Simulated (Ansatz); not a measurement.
# Al, space group P6_3/mmc: a band structure

Run with the Ansatz DFT code, driven from Python.

`bands_al.py`:
```python
# -*- coding: utf-8 -*-
"""Band structure of Al."""

import sys
import warnings

import ansatz
import matplotlib.pyplot as plt
import numpy as np


def main():
    warnings.simplefilter("ignore", ansatz.DeckWarning)

    vectors = np.array([
        [2.812455, 0.0, 0.0],
        [-1.406228, 2.435658, 0.0],
        [0.0, 0.0, 4.86685],
    ])
    cell = (
        ansatz.Lattice.of(vectors)
        .atom("Al", [2 / 3, 1 / 3, 0.75])
        .atom("Al", [1 / 3, 2 / 3, 0.25])
    )

    # high-symmetry points in fractions of the reciprocal vectors
    path = [
        ("G", (0.0, 0.0, 0.0)),
        ("M", (0.5, 0.0, 0.0)),
        ("K", (0.33333, 0.33333, 0.0)),
        ("G", (0.0, 0.0, 0.0)),
        ("A", (0.0, 0.0, 0.5)),
        ("L", (0.5, 0.0, 0.5)),
        ("H", (0.33333, 0.33333, 0.5)),
        ("A", (0.0, 0.0, 0.5)),
    ]
    calculation = (
        cell.calculation()
        .functional("r2SCAN")
        .kpoints(mesh=(11, 11, 6))
        .occupations(ansatz.OccupationsMethod.COLD, width=100 * ansatz.meV)
        .band_structure([point for _, point in path], intervals=8)
        .scf(extra_bands=6)
        .stress()
    )
    try:
        outcome = calculation.run(threads=1)
    except ansatz.NonConvergedError as error:
        sys.exit(f"no convergence: {error}")
    except ansatz.RefusalError as error:
        sys.exit(f"input refused: {error}")
    rep = outcome.report

    print("%-22s %14.5f eV" % ("F = E - TS", rep["free_energy_ev"]))
    print("%-22s %14.5f eV" % ("E", rep["internal_energy_ev"]))
    print("%-22s %14.5f eV" % ("Harris-Foulkes", rep["harris_foulkes_ev"]))
    print("%-22s %14.5f eV" % ("Fermi level", rep["fermi_energy_ev"]))

    # principal values and the von Mises stress of the deviator
    principal = np.linalg.eigvalsh(np.array(rep["stress_gpa"]))
    mises = np.sqrt(0.5 * sum((principal[i] - principal[i - 1]) ** 2 for i in range(3)))
    print("principal stresses (GPa, compression positive):", np.round(principal, 3))
    print(f"mean {principal.mean():.3f} GPa, von Mises {mises:.3f} GPa, PV = {principal.mean() * rep['setup']['cell_volume_ang3'] / 160.21766:.4f} eV")

    bands = outcome.band_structure()
    fermi = bands.fermi_energy_ev
    print(f"zero of the bands: {fermi:.3f} eV, the Fermi level found on the SCF mesh")
    reciprocal = 2 * np.pi * np.linalg.inv(outcome.lattice.cell_ang).T
    steps = np.linalg.norm(np.diff(bands.kpoints_frac @ reciprocal, axis=0), axis=1)
    distance = np.concatenate([[0], np.cumsum(steps)])
    fig, ax = plt.subplots(figsize=(5, 4))
    for channel, colour in zip(bands.channels, ("C0", "C3")):
        ax.plot(distance, channel.eigenvalues_ev - fermi, colour, lw=1)
    ax.set_xticks(distance[::8], [label for label, _ in path])
    ax.set(ylim=(-6, 6), ylabel="E - E_F (eV)", xlim=(0, distance[-1]))
    ax.grid(axis="x")
    fig.savefig("bands.png", dpi=100)
    first = bands.channels[0].eigenvalues_ev - fermi
    near = np.argsort(np.abs(first.mean(axis=0)))[:4]
    for band in sorted(near):
        print(f"band {band + 1}: {first[:, band].min():.3f} to {first[:, band].max():.3f} eV")


if __name__ == "__main__":
    main()
```

Running `python bands_al.py` prints:
```text
F = E - TS                -1080.73443 eV
E                         -1080.73549 eV
Harris-Foulkes            -1080.73443 eV
Fermi level                   7.88418 eV
principal stresses (GPa, compression positive): [-6.781 -0.872 -0.872]
mean -2.842 GPa, von Mises 5.909 GPa, PV = -0.5913 eV
zero of the bands: 7.884 eV, the Fermi level found on the SCF mesh
band 2: -10.143 to -1.449 eV
band 3: -5.272 to 3.881 eV
band 4: -3.218 to 11.741 eV
band 5: -0.587 to 13.159 eV
```

What to keep in mind:
- Total energies depend on the potentials; only differences at equal settings carry meaning. A total without «per atom» is that of the cell as typed.
- Under cold or Methfessel-Paxton smearing the entropy term is a generalised one and can be negative.
- The computed bands are complete only to about 5.3 eV above the Fermi level.
- The mesh is modest for a metal, so energies can be off by several to tens of meV an atom and pressures by half a GPa or more; differences at equal mesh fare better.
- Only differences from the Fermi energy are physical; the zero of the scale is a convention.
- This isn't the structure that Al takes at ambient conditions.
- Gaps and levels are Kohn-Sham values on a finite set of k-points.
- The whole script took 4.5 s on 1 thread of Intel(R) Xeon(R) Processor @ 2.30GHz (shared host), peak memory 0.59 GiB.
